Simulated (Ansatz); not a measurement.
## IrOs, space group P-6m2: an equation of state with a fit, step by step

With Ansatz's Python interface.

Typed at the interpreter:
```pycon
>>> import ansatz
>>> import numpy as np
>>> from scipy.optimize import curve_fit
>>> vectors0 = np.array([
...     [2.743621, 0.0, 0.0],
...     [-1.371811, 2.376046, 0.0],
...     [0.0, 0.0, 4.360883],
... ])
>>> sites = [
...     ('Os', [1 / 3, 2 / 3, 0.0]),
...     ('Ir', [2 / 3, 1 / 3, 0.5]),
... ]
>>> def make_crystal(cell):
...     crystal = ansatz.Crystal(lattice=ansatz.Lattice.of(cell))
...     for symbol, position in sites:
...         crystal = crystal.atom(symbol, position)
...     return crystal
...
>>> def vinet(v, e0, v0, b0, b1):
...     eta = (v / v0) ** (1 / 3)
...     return e0 + 2 * b0 * v0 / (b1 - 1) ** 2 * (2 - (5 + 3 * b1 * (eta - 1) - 3 * eta) * np.exp(-1.5 * (b1 - 1) * (eta - 1)))
...
>>> volumes, energies = [], []
>>> for scale in np.linspace(0.94, 1.06, 7):
...     cell = vectors0 * scale ** (1 / 3)
...     job = make_crystal(cell).calculation()
...     job = job.pseudopotentials('paw', azcp={'folder': 'soft_1'}).functional('pbesol')
...     job = job.occupations('Fermi-Dirac', width=0.1).basis(500)
...     job = job.kpoints(12, 12, 7)
...     summary = job.run().report
...     volumes.append(abs(np.linalg.det(cell)) / len(sites))
...     energies.append(summary['free_energy_ev'] / len(sites))
...     print(f'V = {volumes[-1]:8.4f} A^3/atom  F = {energies[-1]:.5f} eV/atom')
...
DeckWarning: soft_1/Os.paw.azcp: the record states the generating functional pbe (its physics header spells it `PBE`), which answers neither for hamiltonian.xc's functional nor for the pbesol [...]
DeckWarning: soft_1/Ir.paw.azcp: the record states the generating functional pbe (its physics header spells it `PBE`), which answers neither for hamiltonian.xc's functional nor for the pbesol [...]
V =  13.3614 A^3/atom  F = -11526.33469 eV/atom
V =  13.6457 A^3/atom  F = -11526.36213 eV/atom
V =  13.9299 A^3/atom  F = -11526.37256 eV/atom
V =  14.2142 A^3/atom  F = -11526.36790 eV/atom
V =  14.4985 A^3/atom  F = -11526.34986 eV/atom
V =  14.7828 A^3/atom  F = -11526.31997 eV/atom
V =  15.0671 A^3/atom  F = -11526.27960 eV/atom
>>> guess = (min(energies), volumes[int(np.argmin(energies))], 0.5, 4.5)
>>> (e0, v0, b0, b1), _ = curve_fit(vinet, np.array(volumes), np.array(energies), p0=guess, maxfev=20000)
>>> print(f'Vinet fit: V0 = {v0:.4f} A^3/atom, B0 = {160.21766 * b0:.1f} GPa, B1 = {b1:.2f}')
Vinet fit: V0 = 13.9792 A^3/atom, B0 = 409.2 GPa, B1 = 4.91
>>> print('largest residual', round(1000 * float(np.abs(vinet(np.array(volumes), e0, v0, b0, b1) - energies).max()), 3), 'meV/atom')
largest residual 0.001 meV/atom
```

A third-order Birch-Murnaghan fit through the 7 points has its minimum at 13.98 Å³ an atom, 1.7 % below the typed cell, with a bulk modulus of 409 GPa and dB/dP = 4.9. From that minimum the energy rises by 38.1 meV an atom on the compressed side and 93.2 meV on the expanded side.

Caveats:
- Absolute energies stand on the zero of these potentials, so only differences at equal settings mean something.
- The run is spin-unpolarised.
- Shape and fractional positions are held along the curve, so the bulk modulus is an upper value where they are free to relax.
- The mesh is modest for a metal, so energies can be off by several to tens of meV an atom and pressures by half a GPa or more; differences at equal mesh fare better.
- The PAW files read here were made with PBE, not with each functional that runs on them.
- Spin-orbit coupling, which matters for elements this heavy, is left out.
- The structure comes from a database of computed cells and needn't be a stable or known phase.
- Warnings are shown shortened and without file and line.
- Timing: 17 s on 1 thread of Intel(R) Xeon(R) Processor @ 2.30GHz, with other jobs on the host, peak memory 0.6 GiB.
